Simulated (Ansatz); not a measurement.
**H₄HfO₃Se: small, medium and large basis sets**

The task here is to estimate one member of a computed series from the others.

Program: Ansatz 0.2.0, Gaussian basis. Level of theory: one geometry, several basis sets. These are calculated values, not measurements.

Plan: PBE0-D4/def2-SVP; ωB97M-V/def2-SVP; PBE0-D4/def2-QZVPP; ωB97M-V/def2-QZVPP; the functionals' def2-TZVPP values are taken from earlier runs.

## The relaxed structure

The geometry comes from an earlier relaxation with PBE0-D4 in a triple-zeta def2 set; it is a stationary point, not always the lowest conformer. Hf takes the def2 core potential; no spin-orbit term is included.

SMILES `[OH][Hf]([OH])([OH])[SeH]`, 9 atoms, charge 0, spin multiplicity 1.

Atoms are counted from 1 here; the program's logs count them from 0.

Bond lengths: O1–Hf2 1.918 Å, O1–H6 0.951 Å, Hf2–O3 1.915 Å, Hf2–O4 1.919 Å, Hf2–Se5 2.617 Å, O3–H7 0.952 Å, O4–H8 0.951 Å, Se5–H9 1.472 Å. Angles: Hf2–O1–H6 161.1°, O1–Hf2–O3 112.6°, O1–Hf2–O4 108.9°, O1–Hf2–Se5 109.7°, O3–Hf2–O4 111.6°, O3–Hf2–Se5 104.2°, O4–Hf2–Se5 109.7°, Hf2–O3–H7 159.7°, Hf2–O4–H8 158.5°, Hf2–Se5–H9 90.3°.

Set-up of the first run:

in.yaml reads:

```yaml
crystal:
  periodic: [false, false, false]
  atoms:
    - {symbol: O, position_ang: [-0.230372, 1.005599, -1.568721]}
    - {symbol: Hf, position_ang: [0.154655, -0.041197, -0.008761]}
    - {symbol: O, position_ang: [2.022944, -0.414649, 0.183303]}
    - {symbol: O, position_ang: [-0.885617, -1.652895, -0.071190]}
    - {symbol: Se, position_ang: [-0.453218, 1.320780, 2.141869]}
    - {symbol: H, position_ang: [-0.606799, 1.278882, -2.398500]}
    - {symbol: H, position_ang: [2.951951, -0.448378, -0.021264]}
    - {symbol: H, position_ang: [-1.128282, -2.556976, 0.099344]}
    - {symbol: H, position_ang: [-1.825253, 1.508845, 1.643931]}
basis:
  gaussian: {orbitals: def2-SVP}
hamiltonian: {xc: pbe0, dispersion: d4}
output: {orbitals: {seedname: orbitals}}
```

The run is started by

```console
> ansatz run in.yaml --threads 4 --pin off --events-out ev --progress --plain --max-ram 11315MiB
```

Among the steps run: PBE0-D4 in def2-SVP; ωB97M-V in def2-SVP; PBE0-D4 in def2-QZVPP; ωB97M-V in def2-QZVPP.

One table of the session follows, with a row left open; its other results are not shown here.

It belongs to the step «Functionals by basis». 

| functional | basis | HOMO (eV) |
| --- | --- | --- |
| PBE0-D4 | def2-SVP | -6.43 |
| PBE0-D4 | def2-TZVPP | -6.58 |
| PBE0-D4 | def2-QZVPP | ? |
| ωB97M-V | def2-SVP | -8.53 |
| ωB97M-V | def2-TZVPP | -8.69 |
| ωB97M-V | def2-QZVPP | -8.74 |

Estimate the missing values for PBE0-D4, def2-QZVPP.

**Answer.** HOMO (eV): -6.62. In the column «HOMO (eV)» it lies between ωB97M-V, def2-SVP (-8.53) and PBE0-D4, def2-TZVPP (-6.58).
